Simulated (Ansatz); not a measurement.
**GaH4+ (singlet): relaxing a cheap start**

Aim: relax a generated start of GaH4+ (singlet) and see which bonds hold.

Computed with Ansatz 0.2.0, Gaussian basis. Level: RKS PBE0/def2-TZVP.

## Step 1: Where the work starts

5 atoms, charge 1, spin multiplicity 1.

Atoms are counted from 1 here; the program's logs count them from 0.

Bond lengths: Ga1–H2 1.555 Å, Ga1–H4 1.554 Å. Angles: H2–Ga1–H4 157.1°.

The start was built by rule and, where that kept it together, relaxed with GFN2-xTB. Sticks and bond lists go by distance. No spin-orbit coupling is included. 

## Step 2: The run

File in.yaml:

```yaml
crystal:
  periodic: [false, false, false]
  atoms:
    - {symbol: Ga, position_ang: [-0.001285, 0.067143, -0.006030]}
    - {symbol: H, position_ang: [0.896629, 0.471720, 1.197091]}
    - {symbol: H, position_ang: [0.069834, -3.118984, 0.293970]}
    - {symbol: H, position_ang: [-0.903530, 0.277623, -1.254201]}
    - {symbol: H, position_ang: [0.025971, -2.274864, 0.180247]}
basis:
  gaussian: {orbitals: def2-TZVP}
total_charge: 1
hamiltonian: {xc: pbe0}
relax: {f_tol: 0.004, max_steps: 80}
```

The run is started by

```console
$ ansatz run in.yaml --threads 1 --pin off --events-out ev --progress --plain --max-ram 2176MiB
```

Before running it: what results should come out? Wanted: energy gained; shift from the start; total energy.

The runs gave:

```
                  quantity           value
                     steps              13
             energy gained        0.454 eV
shift from the start (rms)         0.501 Å
              total energy  -52426.8805 eV
```

In words: By distance, H3–H5 formed. H3–H5 went from 0.853 to 0.765 Å. No vibrations were run, so this is a stationary point, not a proven minimum, and this spin need not be the ground state's.
